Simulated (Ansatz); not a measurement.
# BClH4O2S: the cost of one run

Program: Ansatz 0.2.0. Level of theory: RKS BLYP/def2-SVP. These are calculated values, not measurements.

## 1. The system as given

Bond lengths: B1–O2 1.760 Å, O2–H3 1.010 Å, B1–Cl4 1.860 Å, B1–O5 1.410 Å, O5–H6 1.010 Å, B1–S7 2.190 Å, S7–H8 1.400 Å, O2–H9 1.122 Å, S7–H9 1.382 Å. Angles: B1–O2–H3 109.5°, B1–O2–H9 86.3°, H3–O2–H9 119.6°, O2–B1–Cl4 120.0°, O2–B1–O5 120.0°, O2–B1–S7 71.6°, Cl4–B1–O5 120.0°, Cl4–B1–S7 88.5°, O5–B1–S7 110.0°, B1–O5–H6 109.5°, B1–S7–H8 109.5°, B1–S7–H9 64.5°, H8–S7–H9 67.4°, O2–H9–S7 137.6°.

Coordinates:

```xyz
9

B     0.0000    0.0000    0.0000
O     0.0000    0.0000    1.7600
H    -0.9095   -0.2814    2.0971
Cl    1.6108    0.0000   -0.9300
O    -1.2211    0.0000   -0.7050
H    -1.7308   -0.8467   -0.4965
S     0.4671    2.0251    0.6906
H     1.5159    1.9729    1.6165
H     0.2517    1.0912    1.6867
```

## 2. Pulling towards end A

Springs on the bonds that form and break draw the guess towards this end; the thresholds are loose.

Contents of input.yaml:

```yaml
crystal:
  periodic: [false, false, false]
  atoms:
    - { symbol: B, position_ang: [0.0, 0.0, 0.0] }
    - { symbol: O, position_ang: [0.0, 0.0, 1.76] }
    - { symbol: H, position_ang: [-0.9095, -0.2814, 2.0971] }
    - { symbol: Cl, position_ang: [1.6108, 0.0, -0.93] }
    - { symbol: O, position_ang: [-1.2211, 0.0, -0.705] }
    - { symbol: H, position_ang: [-1.7308, -0.8467, -0.4965] }
    - { symbol: S, position_ang: [0.4671, 2.0251, 0.6906] }
    - { symbol: H, position_ang: [1.5159, 1.9729, 1.6165] }
    - { symbol: H, position_ang: [0.2517, 1.0912, 1.6867] }
basis:
  gaussian: { orbitals: def2-SVP }
hamiltonian:
  xc: blyp
relax:
  f_tol: 0.15
  max_steps: 25
  restrain:
    - { distance: [0, 6], at: 3.09, k: 30.0 }
    - { distance: [8, 1], at: 2.21, k: 30.0 }
    - { distance: [0, 1], at: 1.41, k: 30.0 }
    - { distance: [8, 6], at: 1.4, k: 30.0 }
```

Run with:

```console
> ansatz run input.yaml --threads 2 --pin off --max-ram 3072MiB --backend cpu --events-out ev --progress --plain --runs-dir out
```

What time and memory should one allow on 2 threads of Arm Neoverse V2, shared host?

About 23 s, with a peak of 0.15 GiB.
